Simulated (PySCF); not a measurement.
# doublet [SiH2Br2]+ at 6 levels

Wanted: a comparison of 6 runs (U-r2SCAN/def2-SVP, UBLYP/def2-SVP, UCAM-B3LYP/def2-SVP, UPBE/def2-SVP, UPBE0/def2-SVP, UCCSD(T)/def2-SVP) of doublet [SiH2Br2]+. Input form: a Python script.

Program for the calculation: PySCF 2.14.0.

2 further runs of the same task are left out: 2 set aside as unsound or not needed.

## Step 1: Starting point

[SiH2Br2]+: 5 atoms, total charge +1, spin state doublet. As SMILES of the parent species, `Br[SiH2]Br`. The coordinates come from a PBE0-D4/def2-TZVP relaxation. That shape belongs to the parent species and isn't relaxed for this state.

Bond lengths: Br1–Si2 2.207 Å, Si2–Br3 2.207 Å, Si2–H4 1.476 Å, Si2–H5 1.476 Å. Angles: Br1–Si2–Br3 110.8°, Br1–Si2–H4 108.4°, Br1–Si2–H5 108.4°, Br3–Si2–H4 108.4°, Br3–Si2–H5 108.4°, H4–Si2–H5 112.5°.

## Step 2: A single-point energy at U-r2SCAN/def2-SVP (run 1)

job.py reads:

```python
from pyscf import gto, dft

mol = gto.M(
    atom='''
Br    -3.160926    -2.341919     0.684667
Si     0.299011    -0.087475     0.103330
Br    -0.558546     3.428266    -1.969114
H      2.085180    -1.593474    -1.420526
H      1.335262     0.594583     2.601643
''',
    charge=1,
    verbose=3,
    spin=1,
    max_memory=1860,
    unit='bohr',
    basis='def2-svp',
)

ks = dft.UKS(mol)
ks.xc = 'r2scan'
ks.conv_tol = 1e-10
ks.grids.level = 5
ks.kernel()
if not ks.converged:
    ks = ks.newton().run(ks.mo_coeff, ks.mo_occ)

etot = ks.e_tot
print(f'total energy: {etot:.8f} hartree')
```

Launch:

```sh
$ OMP_NUM_THREADS=1 python job.py
```

What it wrote:

```text
WARN: HOMO -0.313460530325558 >= LUMO -0.313460530325563

SCF not converged.
SCF energy = -5437.94998305493 after 50 cycles  <S^2> = 0.75392905  2S+1 = 2.0039252
converged SCF energy = -5437.94998306172  <S^2> = 0.75392905  2S+1 = 2.0039252
total energy: -5437.94998306 hartree
```

Wall time 1.8 min (1 thread of Arm Neoverse V1, shared host); peak memory 0.79 GiB.

## Step 3: A single-point energy at UBLYP/def2-SVP (run 2)

geometry.xyz reads:

```xyz
5

Br    -1.672690    -1.239290     0.362310
Si     0.158230    -0.046290     0.054680
Br    -0.295570     1.814160    -1.042010
H      1.103430    -0.843230    -0.751710
H      0.706590     0.314640     1.376730
```

calc.py reads:

```python
from pyscf import gto, dft

mol = gto.Mole()
mol.atom = 'geometry.xyz'
mol.max_memory = 1860
mol.charge = 1
mol.verbose = 3
mol.spin = 1
mol.basis = 'def2-svp'
mol.build()

mf = dft.UKS(mol)
mf.xc = 'blyp'
mf.conv_tol = 1e-10
mf.grids.level = 5
mf.kernel()
if not mf.converged:
    mf = mf.newton().run(mf.mo_coeff, mf.mo_occ)

e_tot = mf.e_tot
print(f'total energy: {e_tot:.8f} hartree')
```

Launch:

```sh
$ OMP_NUM_THREADS=1 python calc.py
```

What it wrote:

```text
SCF not converged.
SCF energy = -5438.04311840743 after 50 cycles  <S^2> = 0.7516601  2S+1 = 2.0016594
converged SCF energy = -5438.0431184128  <S^2> = 0.7516601  2S+1 = 2.0016594
total energy: -5438.04311841 hartree
```

Run time: 57 s. Hardware: 1 thread of Arm Neoverse V1, shared host; peak memory 0.62 GiB.

Run 3 isn't shown in full; the table further down has it.

## Step 4: The energy at UPBE/def2-SVP (run 4)

geometry.xyz is that of step 3.

calc.py reads:

```python
from pyscf import gto, dft

mol = gto.Mole()
mol.atom = 'geometry.xyz'
mol.charge = 1
mol.spin = 1
mol.basis = 'def2-svp'
mol.verbose = 4
mol.max_memory = 1860
mol.build()

mf = dft.UKS(mol)
mf.xc = 'pbe'
mf.conv_tol = 1e-10
mf.grids.level = 5
mf.kernel()
if not mf.converged:
    mf = mf.newton().run(mf.mo_coeff, mf.mo_occ)

e_tot = mf.e_tot
print('Final energy', e_tot)
```

Launch:

```sh
$ OMP_NUM_THREADS=1 python calc.py
```

What it wrote:

```text
PySCF version 2.14.0

[INPUT] num. atoms = 5
[INPUT] num. electrons = 85
[INPUT] charge = 1
[INPUT] spin (= nelec alpha-beta = 2S) = 1
[INPUT] symmetry False subgroup None
[INPUT] Mole.unit = angstrom
[INPUT] Symbol           X                Y                Z      unit          X                Y                Z       unit  Magmom
[INPUT]  1 Br    -1.672690000000  -1.239290000000   0.362310000000 AA   -3.160925991299  -2.341918688912   0.684666672191 Bohr   0.0
[INPUT]  2 Si     0.158230000000  -0.046290000000   0.054680000000 AA    0.299011364690  -0.087475422306   0.103330224491 Bohr   0.0
[INPUT]  3 Br    -0.295570000000   1.814160000000  -1.042010000000 AA   -0.558546350638   3.428265546141  -1.969113519058 Bohr   0.0
[INPUT]  4 H      1.103430000000  -0.843230000000  -0.751710000000 AA    2.085180497629  -1.593473760017  -1.420526025097 Bohr   0.0
[INPUT]  5 H      0.706590000000   0.314640000000   1.376730000000 AA    1.335261582356   0.594583427833   2.601642647472 Bohr   0.0

[... 101 lines left out ...]
converged SCF energy = -5437.07269181166  <S^2> = 0.7515904  2S+1 = 2.0015898
Final energy -5437.072691811656
```

Run time: 39 s. Hardware: 1 thread of Arm Neoverse V1, shared host; peak memory 0.5 GiB.

Run 5 isn't shown in full; the table further down has it.

## Step 5: The energy at UCCSD(T)/def2-SVP (run 6)

calc.py reads:

```python
from pyscf import gto, scf, cc

molecule = gto.M(
    atom='''
Br    -3.160926    -2.341919     0.684667
Si     0.299011    -0.087475     0.103330
Br    -0.558546     3.428266    -1.969114
H      2.085180    -1.593474    -1.420526
H      1.335262     0.594583     2.601643
''',
    max_memory=1860,
    basis='def2-svp',
    verbose=3,
    charge=1,
    unit='bohr',
    spin=1,
)

mf = scf.UHF(molecule)
mf.conv_tol = 1e-10
mf.kernel()
if not mf.converged:
    mf = mf.newton().run(mf.mo_coeff, mf.mo_occ)

mycc = cc.CCSD(mf, frozen=23)
mycc.kernel()
e_t = mycc.ccsd_t()
energy = mycc.e_tot + e_t
print('E(%s) = %.9f' % ('CCSD(T)', energy))
```

Launch:

```sh
$ OMP_NUM_THREADS=1 python calc.py
```

What it wrote:

```text
converged SCF energy = -5433.89342325123  <S^2> = 0.76823963  2S+1 = 2.0181572
E(UCCSD) = -5434.471899046933  E_corr = -0.578475795705062
UCCSD(T) correction = -0.0173133135677062
E(CCSD(T)) = -5434.489212361
```

Run time: 4.5 min. Hardware: 1 thread of Arm Neoverse V1, shared host; peak memory 1 GiB.

## Step 6: All runs side by side

```csv
run,level,integration grid,frozen core orbitals,energy (Eh),HOMO energy (eV),LUMO energy (eV),⟨S²⟩,wall time
1,U-r2SCAN/def2-SVP,5,–,-5437.949983,-13.56,-13.32,0.754,1.8 min
2,UBLYP/def2-SVP,5,–,-5438.043118,-12.94,-12.91,0.752,57 s
3,UCAM-B3LYP/def2-SVP,5,–,-5438.224398,-14.99,-11.97,0.756,50 s
4,UPBE/def2-SVP,5,–,-5437.072692,-13.16,-13.08,0.752,39 s
5,UPBE0/def2-SVP,5,–,-5437.266012,-14.15,-12.77,0.754,35 s
6,UCCSD(T)/def2-SVP,–,23,-5434.489212,-14.95,-10.55,0.768,4.5 min
```

## Step 7: What came out

| quantity | value |
| --- | --- |
| run 6: total energy | -5434.48921 Eh |
| run 6: HOMO energy (Hartree–Fock orbitals) (highest over α and β) | -14.95 eV |
| run 6: LUMO energy (Hartree–Fock orbitals) (lowest over α and β) | -10.55 eV |
| run 6: correlation energy (23 core orbitals frozen) | -595.8 mEh |
| run 6: (T) correction | -17.31 mEh |
| run 6: ⟨S²⟩ of the reference determinant | 0.768 |
| run 6: T1 diagnostic | 0.011 |

What this shows: Totals of different functionals can't be ranked against each other. All runs together took 9.4 min, the longest 4.5 min.
